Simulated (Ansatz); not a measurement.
# ZnS: a single-point run

Wanted: a converged single-point run for ZnS, and a check of what comes out. The structure is shown as the input types it.

Method: density functional or hybrid calculation with the settings of its input, plane waves (as first typed), in Ansatz 0.2.0.

5 further runs of the same task are left out: 5 that didn't finish.

## 1. The system as given

Symmetry: F-43m, No. 216, cubic system. The conventional cell has a = 5.388 Å, b = 5.388 Å, c = 5.388 Å, α = 90.00°, β = 90.00°, γ = 90.00°. Zn (site symmetry -43m) has 4 S at 2.33 Å as nearest neighbours. Around S (site symmetry -43m) lie 4 Zn at 2.33 Å.

As a file:

```
CELL_PARAMETERS angstrom
0.00000 2.69409 2.69409
2.69409 0.00000 2.69409
2.69409 2.69409 0.00000
ATOMIC_POSITIONS crystal
Zn 0.00000 0.00000 0.00000
S 0.25000 0.25000 0.25000
```

## 2. Running it

Contents of input.yaml:

```yaml
crystal:
  lattice:
    - [0.0, 2.6940858343, 2.6940858343]
    - [2.6940858343, 0.0, 2.6940858343]
    - [2.6940858343, 2.6940858343, 0.0]
  atoms:
    - { symbol: Zn, position: [0.0, 0.0, 0.0] }
    - { symbol: S, position: [0.25, 0.25, 0.25] }
kpoints:
  mp_grid: { grid: [1, 1, 1] }
hamiltonian:
  xc: r2scan
scf:
  occupations: { method: fixed }
  n_extra_bands: 4
output:
  forces: true
  stress: true
  eigenvalues: true
```

Run with:

```console
$ ansatz run input.yaml --threads 4 --pin off --max-ram 3686MiB --backend cpu --events-out ev --progress --plain --runs-dir out
```

What happens when this is run?

This run ends as converged. It gives a pressure of 53 GPa, which is large; a structure far from rest gives such values too, whatever the setting.

Look at the input: kpoints.mp_grid.grid is [1, 1, 1]. One k-point can't sample the Brillouin zone of so small a cell.

To check: set kpoints.mp_grid.grid to [6, 6, 6].
